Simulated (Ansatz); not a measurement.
# C2H12BNSi: the cost of one run

All numbers below are computed with Ansatz 0.2.0 (UKS PBE-D4/STO-3G).

## (1) The system as given

Bond lengths (14 of 16 bonds, heavy atoms first): B1–Si2 2.278 Å, B1–N6 1.806 Å, N6–C7 1.437 Å, N6–C8 1.437 Å, B1–H3 1.173 Å, B1–H4 1.174 Å, B1–H5 1.365 Å, Si2–H9 1.467 Å, Si2–H10 1.463 Å, Si2–H11 1.471 Å, C7–H12 1.097 Å, C7–H13 1.089 Å, C7–H14 1.100 Å, C8–H15 1.097 Å. Angles (14 of 31 angles, heavy atoms first): Si2–B1–N6 102.9°, B1–N6–C7 113.8°, B1–N6–C8 115.3°, C7–N6–C8 115.0°, B1–Si2–H9 115.2°, B1–Si2–H10 102.3°, B1–Si2–H11 119.9°, Si2–B1–H3 108.0°, Si2–B1–H4 109.2°, Si2–B1–H5 55.3°, H3–B1–N6 108.3°, H4–B1–N6 108.4°, H5–B1–N6 47.7°, N6–C7–H12 110.2°.

Structure file:

```xyz
17

B    -1.1418    0.0487   -0.3573
Si   -0.9137   -2.1597   -0.8658
H    -1.2741    0.6400   -1.3621
H    -1.9524    0.1695    0.4827
H    -0.0382   -0.7034   -0.0732
N     0.4693    0.4710    0.3403
C     1.3085    1.2205   -0.5529
C     0.4444    0.9485    1.6951
H    -1.1384   -3.0846    0.2510
H    -2.0066   -2.3763   -1.8136
H     0.3011   -2.6341   -1.5458
H     2.3433    1.2207   -0.1889
H     1.2918    0.7608   -1.5396
H     0.9795    2.2649   -0.6534
H     1.4625    0.9730    2.1033
H    -0.1556    0.2797    2.3091
H     0.0204    1.9606    1.7711
```

## (2) Run 1

150 steps of 0.5 fs at constant energy, with velocities drawn for 300 K.

File input.yaml:

```yaml
crystal:
  periodic: [false, false, false]
  atoms:
    - { symbol: B, position_ang: [-1.1418, 0.0487, -0.3573] }
    - { symbol: Si, position_ang: [-0.9137, -2.1597, -0.8658] }
    - { symbol: H, position_ang: [-1.2741, 0.64, -1.3621] }
    - { symbol: H, position_ang: [-1.9524, 0.1695, 0.4827] }
    - { symbol: H, position_ang: [-0.0382, -0.7034, -0.0732] }
    - { symbol: "N", position_ang: [0.4693, 0.471, 0.3403] }
    - { symbol: C, position_ang: [1.3085, 1.2205, -0.5529] }
    - { symbol: C, position_ang: [0.4444, 0.9485, 1.6951] }
    - { symbol: H, position_ang: [-1.1384, -3.0846, 0.251] }
    - { symbol: H, position_ang: [-2.0066, -2.3763, -1.8136] }
    - { symbol: H, position_ang: [0.3011, -2.6341, -1.5458] }
    - { symbol: H, position_ang: [2.3433, 1.2207, -0.1889] }
    - { symbol: H, position_ang: [1.2918, 0.7608, -1.5396] }
    - { symbol: H, position_ang: [0.9795, 2.2649, -0.6534] }
    - { symbol: H, position_ang: [1.4625, 0.973, 2.1033] }
    - { symbol: H, position_ang: [-0.1556, 0.2797, 2.3091] }
    - { symbol: H, position_ang: [0.0204, 1.9606, 1.7711] }
magnetization:
  spin_polarized: true
basis:
  gaussian: { orbitals: STO-3G }
hamiltonian:
  xc: pbe
  dispersion: d4
md:
  timestep: 0.5
  n_steps: 150
  ensemble: nve
  temperature: 300.0
  initial_velocities: maxwell_boltzmann
  seed: 683115
```

On the command line:

```sh
ansatz run input.yaml --threads 1 --pin off --max-ram 2048MiB --backend cpu --events-out ev --progress --plain --runs-dir out
```

What time and memory should one allow on 1 thread of AMD EPYC 9R14 (Zen 4), shared host?

About 7.2 min, with a peak of 0.15 GiB.
